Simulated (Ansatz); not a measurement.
# CoPtO2: the cost of one run

Program: Ansatz 0.2.0. Level of theory: DFT PBE+U, scalar-relativistic, plane waves, PAW. These are calculated values, not measurements.

1 further run of the same task is left out (set aside as unsound or not needed).

## Step 1: The structure to begin with

The structure is trigonal, space group R-3m (No. 166). Conventional cell: a = 2.858 Å, b = 2.858 Å, c = 17.900 Å, α = 90.00°, β = 90.00°, γ = 120.00°. Co (site symmetry -3m) has 6 O at 1.92 Å in its first shell of neighbours. Pt (site symmetry -3m) is surrounded by 2 O at 2.00 Å. O (site symmetry 3m) is surrounded by 3 Co at 1.92 Å and 1 Pt at 2.00 Å.

Structure file:

```
CELL_PARAMETERS angstrom
1.42886 -2.47486 0.00000
2.85772 0.00000 0.00000
1.42886 -0.82495 11.93324
ATOMIC_POSITIONS crystal
Co 0.75000 0.75000 0.75000
Co 0.25000 0.25000 0.25000
Pt 0.50000 0.50000 0.50000
Pt 0.00000 0.00000 0.00000
O 0.55599 0.55599 0.33204
O 0.05599 0.05599 0.83204
O 0.94401 0.94401 0.16796
O 0.44401 0.44401 0.66796
```

It goes back to an entry of the Materials Project.

It is built from the cell relaxed beforehand with the same method (10.55 Å³/atom).

## Step 2: The undisturbed cell

File input.yaml:

```yaml
crystal:
  lattice:
    - [1.4288596924, -2.4748575841, 0.0]
    - [2.8577193848, 0.0, 0.0]
    - [1.4288596924, -0.824952528, 11.9332364499]
  atoms:
    - { symbol: Co, position: [0.75, 0.75, 0.75] }
    - { symbol: Co, position: [0.25, 0.25, 0.25] }
    - { symbol: Pt, position: [0.5, 0.5, 0.5] }
    - { symbol: Pt, position: [0.0, 0.0, 0.0] }
    - { symbol: O, position: [0.5559869887, 0.5559869887, 0.3320390338] }
    - { symbol: O, position: [0.0559869887, 0.0559869887, 0.8320390338] }
    - { symbol: O, position: [0.9440130113, 0.9440130113, 0.1679609662] }
    - { symbol: O, position: [0.4440130113, 0.4440130113, 0.6679609662] }
basis:
  ecutwfc: 420
kpoints:
  mp_grid: { grid: [12, 12, 14] }
hamiltonian:
  xc: pbe
  hubbard: { sites: [{ species: Co, l: d, u_eff: 3.32 }] }
scf:
  occupations: { method: gaussian, width: 0.15 }
output:
  forces: true
  stress: true
  eigenvalues: true
  write_density: true
  write_potential: true
  elf: true
  volumetric_format: npy
```

The run is started by

```bash
ansatz run input.yaml --threads 2 --pin off --max-ram 5120MiB --backend cpu --events-out ev --progress --plain --runs-dir out
```

Q: Estimate wall time and peak memory on 2 threads of Intel Xeon 6975P-C (Granite Rapids), shared host.

About 73 s, with a peak of 3.4 GiB.
